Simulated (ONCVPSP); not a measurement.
# Pseudopotential generation for gallium: ONCV, LDA (Perdew-Wang 92)

Task: generate the file, and judge it by its errors in other configurations, its logarithmic derivatives, its ghosts and its cutoff.

Method: ONCVPSP 4.0.1.1 (patched build), LDA (Perdew-Wang 92), scalar-relativistic.

**1. Starting point**

Typed settings, in words:

```json
{
 "element": "gallium (Ga, Z = 31)",
 "type": "optimised norm-conserving Vanderbilt (ONCV)",
 "frozen core": "[Ne]",
 "valence charge": "21",
 "reference configuration": "3s2 3p6 3d10 4s2 4p0.5 (charge +0.5)",
 "partial waves": "3s+4s: rc 1.20 bohr, ncon 4, nbas 8, qcut 10 1/bohr, 2 projectors; 3p+4p: rc 0.95 bohr, ncon 5, nbas 10, qcut 13 1/bohr, 2 projectors; 3d: rc 0.90 bohr, ncon 4, nbas 8, qcut 17.6 1/bohr, 1 projector",
 "local potential": "polynomial inside 0.90 bohr (lpopt 5, dvloc0 4 Ha)",
 "core correction": "Teter function, fcfact 2.75, rcfact 1.35"
}
```

The nodes and maxima of the atom's own shells, from an earlier all-electron run, set the scale for the radii.

All-electron outer shells of the reference configuration (LDA (PZ), scalar-relativistic, ld1.x):

```json
{"shell": "2s", "level (eV)": "-1263.94", "outermost node (bohr)": "0.07", "outermost maximum (bohr)": "0.18"}
{"shell": "2p", "level (eV)": "-1102.09", "outermost node (bohr)": "–", "outermost maximum (bohr)": "0.15"}
{"shell": "3s", "level (eV)": "-151.31", "outermost node (bohr)": "0.27", "outermost maximum (bohr)": "0.56"}
{"shell": "3p", "level (eV)": "-102.54", "outermost node (bohr)": "0.24", "outermost maximum (bohr)": "0.56"}
{"shell": "3d", "level (eV)": "-23.28", "outermost node (bohr)": "–", "outermost maximum (bohr)": "0.53"}
{"shell": "4s", "level (eV)": "-12.70", "outermost node (bohr)": "0.81", "outermost maximum (bohr)": "1.87"}
{"shell": "4p", "level (eV)": "-5.82", "outermost node (bohr)": "0.87", "outermost maximum (bohr)": "2.41"}
```

**2. Generating the potential**

Contents of Ga.dat:

```
# ATOM AND REFERENCE CONFIGURATION
# atsym  z   nc   nv     iexc    psfile
  Ga 31.00    3    5  -001012      upf
#
#   n    l    f
    1    0    2.00
    2    0    2.00
    2    1    6.00
    3    0    2.00
    3    1    6.00
    3    2   10.00
    4    0    2.00
    4    1    0.50
#
# PSEUDOPOTENTIAL AND OPTIMIZATION
# lmax
    2
#
#   l,   rc,      ep,       ncon, nbas, qcut
    0    1.20    0.00    4    8   10.00
    1    0.95    0.00    5   10   13.00
    2    0.90    0.00    4    8   17.60
#
# LOCAL POTENTIAL
# lloc, lpopt,  rc(5),   dvloc0
    4    5    0.90    4.00
#
# VANDERBILT-KLEINMAN-BYLANDER PROJECTORs
# l, nproj, debl
    0    2    1.20
    1    2    3.10
    2    1    3.20
#
# MODEL CORE CHARGE
# icmod, fcfact, rcfact
    3    2.75    1.35
#
# LOG DERIVATIVE ANALYSIS
# epsh1, epsh2, depsh
   -7.00    5.00    0.04
#
# OUTPUT GRID
# rlmax, drl
    6.00    0.01
#
# TEST CONFIGURATIONS
# ncnf
    4
# nvcnf
#   n    l    f
    5
    3    0    2.00
    3    1    6.00
    3    2   10.00
    4    0    2.00
    4    1    1.00
#
    5
    3    0    2.00
    3    1    6.00
    3    2   10.00
    4    0    2.00
    4    1    0.00
#
    5
    3    0    2.00
    3    1    6.00
    3    2   10.00
    4    0    1.00
    4    1    0.00
#
    5
    3    0    2.00
    3    1    6.00
    3    2   10.00
    4    0    0.00
    4    1    0.00
#
```

Started as:

```bash
oncvpsp.x < Ga.dat > Ga.out
```

Output in Ga.out (without the consistency checks and plot data):

```text
ONCVPSP  (Optimized Norm-Conservinng Vanderbilt PSeudopotential)
scalar-relativistic version 4.0.1.1, modified

#   n    l    f        energy (Ha)
    1    0    2.00    -3.7537889E+02
    2    0    2.00    -4.6448672E+01
    2    1    6.00    -4.0500880E+01
    3    0    2.00    -5.5607558E+00
    3    1    6.00    -3.7683201E+00
    3    2   10.00    -8.5559787E-01
    4    0    2.00    -4.6661556E-01
    4    1    0.50    -2.1378435E-01

Reference configufation results
  iterations    28
  all-electron total energy (Ha)   -1.94104413D+03

Begin loop to  construct optimized pseudo wave functions
and semi-local pseudopoentials for all angular momenta

Calculating optimized projector #   1

 for l=   0

    Fraction of norm inside rc  0.971269
    Optimizing pswf for qcut=  10.00 a_B^-1,  ecut=  50.01 Ha
    Residual kinetic energy error=  2.60D-06 Ha

    Energy error per electron        Cutoff
         Ha          eV             Ha
         0.01000     0.27211       14.85
         0.00100     0.02721       28.80
         0.00010     0.00272       39.25
         0.00001     0.00027       45.82

Calculating optimized projector #   2

 for l=   0

    Fraction of norm inside rc  0.069112
    Optimizing pswf for qcut=  10.00 a_B^-1,  ecut=  50.01 Ha
    Residual kinetic energy error=  6.74D-06 Ha

    Energy error per electron        Cutoff
         Ha          eV             Ha
         0.01000     0.27211       11.76
         0.00100     0.02721       28.07
         0.00010     0.00272       40.32
         0.00001     0.00027       48.52

Calculating optimized projector #   1

 for l=   1

    Fraction of norm inside rc  0.848471
    Optimizing pswf for qcut=  12.98 a_B^-1,  ecut=  84.24 Ha
    Residual kinetic energy error=  3.36D-06 Ha

    Energy error per electron        Cutoff
         Ha          eV             Ha
         0.01000     0.27211       43.67
         0.00100     0.02721       54.56
         0.00010     0.00272       63.44
         0.00001     0.00027       71.54

Calculating optimized projector #   2

 for l=   1

    Fraction of norm inside rc  0.019524
    Optimizing pswf for qcut=  12.98 a_B^-1,  ecut=  84.24 Ha
    Residual kinetic energy error=  4.94D-07 Ha

    Energy error per electron        Cutoff
         Ha          eV             Ha
         0.01000     0.27211       28.19
         0.00100     0.02721       41.50
         0.00010     0.00272       52.23
         0.00001     0.00027       61.14

Calculating optimized projector #   1

 for l=   2

    Fraction of norm inside rc  0.675956
    Optimizing pswf for qcut=  17.59 a_B^-1,  ecut= 154.63 Ha
    Residual kinetic energy error=  3.04D-06 Ha

    Energy error per electron        Cutoff
         Ha          eV             Ha
         0.01000     0.27211      103.25
         0.00100     0.02721      122.01
         0.00010     0.00272      136.34
         0.00001     0.00027      147.99

Construct Vanderbilt / Kleinmman-Bylander projectors

B matrix Hermiticity error, ll=   0
   1   2    7.8432E-04

  Orthonormal projector coefficients  6.8317E+00 -3.0712E-01

B matrix Hermiticity error, ll=   1
   1   2    3.7841E-04

  Orthonormal projector coefficients -3.9379E+00 -3.7716E-01

Model core correction analysis
  based on d2Exc/dn_idn_j

d2excae - all-electron derivatives

   -4.298666D-02   -4.052712D-02   -3.231115D-02   -2.760009D-03
   -1.281701D-03
   -4.052720D-02   -3.925648D-02   -3.169430D-02   -3.265764D-03
   -1.502670D-03
   -3.231137D-02   -3.169444D-02   -2.977579D-02   -6.676429D-03
   -3.357104D-03
   -2.759994D-03   -3.265686D-03   -6.675597D-03   -3.237300D-02
   -2.780091D-02
   -1.281711D-03   -1.502665D-03   -3.356683D-03   -2.778913D-02
   -3.363466D-02

d2excps - pseudofunction derivatives with no core correction

   -5.091632D-02   -4.309815D-02   -3.661262D-02   -3.538725D-03
   -1.498105D-03
   -4.309854D-02   -4.162374D-02   -3.615405D-02   -3.436208D-03
   -1.607906D-03
   -3.661293D-02   -3.615417D-02   -3.289846D-02   -6.880743D-03
   -3.508971D-03
   -3.538888D-03   -3.436133D-03   -6.879916D-03   -3.243565D-02
   -2.781256D-02
   -1.498136D-03   -1.607904D-03   -3.508553D-03   -2.780078D-02
   -3.363895D-02

rms 2nd derivative error    2.605855E-03

rmatch, rhocmatch    0.3140  120.6441

Teter function model core charge with specified parameters

d2excps - pseudofunction derivatives with core correction

   -4.289021D-02   -3.998648D-02   -3.444165D-02   -2.924006D-03
   -1.359180D-03
   -3.998646D-02   -3.994426D-02   -3.482866D-02   -3.207020D-03
   -1.535127D-03
   -3.444175D-02   -3.482877D-02   -3.180365D-02   -6.724112D-03
   -3.452260D-03
   -2.923987D-03   -3.206938D-03   -6.723281D-03   -3.238834D-02
   -2.780227D-02
   -1.359187D-03   -1.535122D-03   -3.451840D-03   -2.779048D-02
   -3.363577D-02

rms 2nd derivative error    1.166237E-03

Pseudoatom total energy -258.835676

Diagnostic tests using Vanderbilt-Kleinman-Bylander pseudopotentials
  1 or more projectors used as specified by nproj input data

   l    rcore       rmatch      e in        delta e   norm test  slope test

   0   1.2062023   1.2428252  -5.5607558  -0.0000014   1.0004235   1.0003910
   0   1.2062023   1.2428252  -0.4666156   0.0000061   1.0000281   1.0000271

   1   0.9552101   0.9842123  -3.7683201  -0.0000992   1.0002880   1.0003010
   1   0.9552101   0.9842123  -0.2137843   0.0000092   1.0000653   1.0001080

   2   0.9051427   0.9326248  -0.8555979  -0.0000090   1.0000000   1.0000199

 Testing for bound ghosts
   n   l    E NL Schr. Eq   E Basis Diag.   E Cutoff

   1   0       -5.560757       -5.560757    181.91
   2   0       -0.466609       -0.363215    181.91

   2   1       -3.768419       -3.768269    548.73
   3   1       -0.213775        0.363173    548.73

   3   2       -0.855607       -0.842872    314.89

 Testing for highly-localized positive-energy ghosts
       l    <radius>/rc     E Basis Diag.   E Cutoff

Test configuration 0

   n   l     f        eae           eps        diff
   1   0  2.0000 -375.37889071
   2   0  2.0000  -46.44867219
   2   1  6.0000  -40.50087951
   3   0  2.0000   -5.56075579   -5.56075721   -1.42D-06
   3   1  6.0000   -3.76832011   -3.76841934   -9.92D-05
   3   2 10.0000   -0.85559787   -0.85560684   -8.98D-06
   4   0  2.0000   -0.46661556   -0.46660947    6.09D-06
   4   1  0.5000   -0.21378435   -0.21377518    9.16D-06

    Total energies and differences
      AE_ref= -1.94104413D+03  AE_tst= -1.94104413D+03  dif=  0.00D+00
      PS_ref= -2.58835676D+02  PS_tst= -2.58835676D+02  dif= -5.68D-14
      PSP excitation error=  5.68D-14

Test configuration 1

   n   l     f        eae           eps        diff
   1   0  2.0000 -375.23552841
   2   0  2.0000  -46.30634082
   2   1  6.0000  -40.35840439
   3   0  2.0000   -5.41814329   -5.41825829   -1.15D-04
   3   1  6.0000   -3.62566127   -3.62580977   -1.49D-04
   3   2 10.0000   -0.71319787   -0.71320300   -5.14D-06
   4   0  2.0000   -0.33700069   -0.33700097   -2.80D-07
   4   1  1.0000   -0.10043957   -0.10043355    6.02D-06

    Total energies and differences
      AE_ref= -1.94104413D+03  AE_tst= -1.94112195D+03  dif= -7.78D-02
      PS_ref= -2.58835676D+02  PS_tst= -2.58913503D+02  dif= -7.78D-02
      PSP excitation error=  5.76D-06

Test configuration 2

   n   l     f        eae           eps        diff
   1   0  2.0000 -375.54539847
   2   0  2.0000  -46.61323029
   2   1  6.0000  -40.66569455
   3   0  2.0000   -5.72570955   -5.72555268    1.57D-04
   3   1  6.0000   -3.93332765   -3.93335017   -2.25D-05
   3   2 10.0000   -1.02004809   -1.02007115   -2.31D-05
   4   0  2.0000   -0.61200832   -0.61199166    1.67D-05

    Total energies and differences
      AE_ref= -1.94104413D+03  AE_tst= -1.94090577D+03  dif=  1.38D-01
      PS_ref= -2.58835676D+02  PS_tst= -2.58697304D+02  dif=  1.38D-01
      PSP excitation error= -1.25D-05

Test configuration 3

   n   l     f        eae           eps        diff
   1   0  2.0000 -375.99646883
   2   0  2.0000  -47.05440791
   2   1  6.0000  -41.10772807
   3   0  2.0000   -6.17060971   -6.17057998    2.97D-05
   3   1  6.0000   -4.37812580   -4.37804467    8.11D-05
   3   2 10.0000   -1.46049178   -1.46077534   -2.84D-04
   4   0  1.0000   -0.97284790   -0.97280402    4.39D-05

    Total energies and differences
      AE_ref= -1.94104413D+03  AE_tst= -1.94011573D+03  dif=  9.28D-01
      PS_ref= -2.58835676D+02  PS_tst= -2.57907210D+02  dif=  9.28D-01
      PSP excitation error= -7.28D-05

Test configuration 4

   n   l     f        eae           eps        diff
   1   0  2.0000 -376.49460957
   2   0  2.0000  -47.53861678
   2   1  6.0000  -41.59314230
   3   0  2.0000   -6.65909580   -6.65945210   -3.56D-04
   3   1  6.0000   -4.86628569   -4.86618169    1.04D-04
   3   2 10.0000   -1.94221891   -1.94296915   -7.50D-04

    Total energies and differences
      AE_ref= -1.94104413D+03  AE_tst= -1.93895460D+03  dif=  2.09D+00
      PS_ref= -2.58835676D+02  PS_tst= -2.56746015D+02  dif=  2.09D+00
      PSP excitation error= -1.31D-04
```

It took 5.8 s on 1 thread of Neoverse-N1, shared host.

All-electron and pseudo partial waves u(r) = r·R(r), from the program's wave files:

| r (bohr) | 3d AE | 3d PS |
| --- | --- | --- |
| 0.060 | 0.0448 | 0.0102 |
| 0.120 | 0.2094 | 0.0754 |
| 0.180 | 0.4334 | 0.2238 |
| 0.240 | 0.6527 | 0.4450 |
| 0.300 | 0.8328 | 0.6966 |
| 0.360 | 0.9631 | 0.9246 |
| 0.420 | 1.0448 | 1.0865 |
| 0.480 | 1.0858 | 1.1670 |
| 0.540 | 1.0951 | 1.1766 |
| 0.600 | 1.0815 | 1.1403 |
| 0.660 | 1.0518 | 1.0836 |
| 0.720 | 1.0117 | 1.0240 |
| 0.780 | 0.9653 | 0.9682 |
| 0.840 | 0.9155 | 0.9157 |
| 0.900 | 0.8643 | 0.8643 |
| 0.960 | 0.8131 | 0.8131 |
| 1.020 | 0.7630 | 0.7630 |
| 1.080 | 0.7144 | 0.7144 |
| 1.140 | 0.6678 | 0.6678 |
| 1.200 | 0.6235 | 0.6235 |
| 1.260 | 0.5815 | 0.5815 |
| 1.320 | 0.5420 | 0.5420 |
| 1.380 | 0.5047 | 0.5047 |
| 1.440 | 0.4698 | 0.4698 |
| 1.500 | 0.4372 | 0.4372 |
| 1.560 | 0.4067 | 0.4067 |

Densities times 4π (e/bohr³); a dash where the program caps the true core:

| r (bohr) | pseudo valence | true core | model core |
| --- | --- | --- | --- |
| 0.060 | 31.34 | – | 311.3 |
| 0.180 | 61.91 | – | 185.7 |
| 0.300 | 114.1 | 156.8 | 62.33 |
| 0.420 | 125.7 | 15.96 | 9.953 |
| 0.540 | 92.18 | 1.502 | 0.4405 |
| 0.660 | 54.91 | 0.1369 | 0.002782 |
| 0.780 | 30.69 | 0.01252 | 0.001991 |
| 0.900 | 17 | 0.00115 | 0.0002535 |
| 1.020 | 9.507 | 0.0001068 | 3.956e-05 |
| 1.140 | 5.499 | 1.017e-05 | 3.271e-05 |
| 1.260 | 3.344 | 1.006e-06 | 5.605e-07 |
| 1.380 | 2.153 | 1e-07 | 0 |
| 1.500 | 1.468 | 0 | 0 |

**3. Transferability, from the output's test configurations**

Energies count from the reference configuration 3s2 3p6 3d10 4s2 4p0.5; the error is all-electron less pseudo.

```csv
valence configuration,charge,ΔE all-electron (eV),error AE − PS (meV)
3s2 3p6 3d10 4s2 4p1,0,-2.118,+0.2
3s2 3p6 3d10 4s2 4p0,+1,3.765,-0.3
3s2 3p6 3d10 4s1 4p0,+2,25.263,-2.0
3s2 3p6 3d10 4s0 4p0,+3,56.859,-3.6
```

**4. Scattering by logarithmic derivatives**

Taken from the files of the generation run. The phase is arctan(r·R′/R) of the radial function R, unwrapped, with energies in Ha. A pole is an energy at which the radial function vanishes at the test radius. The pseudo phase is shifted by a multiple of π to meet the all-electron one at the reference energy. Levels narrower than the energy grid can be missing from the poles. The last column is the largest difference on the grid between −0.5 and +0.5 Ha.

| channel | radius (bohr) | reference (Ha) | poles AE | poles PS | window around the reference with phases within 0.05 rad (Ha) | largest difference near zero (rad) |
| --- | --- | --- | --- | --- | --- | --- |
| s | 1.22 | -0.47 | -5.11 | -5.11 | the whole range | 0.000 |
| p | 0.97 | -0.21 | -1.67 | -1.67 | the whole range | 0.000 |
| d | 0.92 | -0.86 | 1.62 | 1.77 | below 4.0 | 0.005 |

Phases (rad) along the scan:

| E (Ha) | d AE | d PS | p AE | p PS |
| --- | --- | --- | --- | --- |
| -6.96 | 1.101 | 1.110 | 0.720 | 0.721 |
| -6.32 | 1.056 | 1.066 | 0.439 | 0.439 |
| -5.68 | 0.997 | 1.009 | -0.030 | -0.030 |
| -5.04 | 0.916 | 0.930 | -0.592 | -0.592 |
| -4.40 | 0.799 | 0.817 | -0.999 | -0.999 |
| -3.76 | 0.622 | 0.644 | -1.238 | -1.238 |
| -3.12 | 0.340 | 0.364 | -1.384 | -1.384 |
| -2.48 | -0.085 | -0.065 | -1.482 | -1.482 |
| -1.84 | -0.570 | -0.562 | -1.554 | -1.554 |
| -1.20 | -0.947 | -0.946 | -1.612 | -1.612 |
| -0.56 | -1.190 | -1.189 | -1.662 | -1.662 |
| 0.08 | -1.347 | -1.344 | -1.707 | -1.707 |
| 0.72 | -1.458 | -1.450 | -1.751 | -1.751 |
| 1.36 | -1.541 | -1.529 | -1.796 | -1.796 |
| 2.00 | -1.610 | -1.592 | -1.845 | -1.845 |
| 2.64 | -1.670 | -1.645 | -1.901 | -1.901 |
| 3.28 | -1.728 | -1.693 | -1.967 | -1.967 |
| 3.92 | -1.786 | -1.738 | -2.050 | -2.050 |
| 4.56 | -1.848 | -1.783 | -2.159 | -2.159 |

**5. Plane-wave cutoff and ghosts**

From the same output: the cutoffs (Ha) at which the residual kinetic energy of the hardest occupied pseudo-wave falls to 1 and 0.1 mHa per electron are 122 Ha and 136 Ha.

The program's own ghost test: no bound ghost flagged; no localised positive-energy state flagged.

Cutoff (Ha) at which the first wave of each channel reaches a given error (Ha per electron):

| error | s | p | d |
| --- | --- | --- | --- |
| 1.0e-02 | 14.9 | 43.7 | 103.3 |
| 3.2e-03 | 17.4 | 49.3 | 113.4 |
| 1.0e-03 | 28.8 | 54.6 | 122.0 |
| 3.2e-04 | 35.0 | 59.3 | 129.7 |
| 1.0e-04 | 39.2 | 63.4 | 136.3 |
| 3.2e-05 | 42.8 | 67.8 | 141.9 |
| 1.0e-05 | 45.8 | 71.5 | 148.0 |

**6. Outcome**

```
                                                quantity                               value
  cutoffs for 1 and 0.1 mHa per electron, occupied waves                   122 Ha and 136 Ha
                                            bound ghosts                          none found
                                          GHOST(+) flags                  none at low energy
                            largest test error (AE − PS)  -3.6 meV, for 3s2 3p6 3d10 4s0 4p0
largest phase difference near zero energy, channels read                           0.005 rad
 rms error of d²Exc/dn², without and with the model core                   2.61 and 1.17 mHa
```

What this shows: By total energies transferability is very good: the largest error is 3.6 meV on 56.9 eV, for 3s2 3p6 3d10 4s0 4p0. It counts as very hard, with 122 Ha needed at the looser tolerance. At the looser tolerance the 3d wave is the slowest; 3p needs 55 Ha. It is free of bound ghosts as far as tested. Near zero energy the phases of the channels with partial waves agree within 0.005 rad. All of this concerns the isolated atom, not yet a solid.
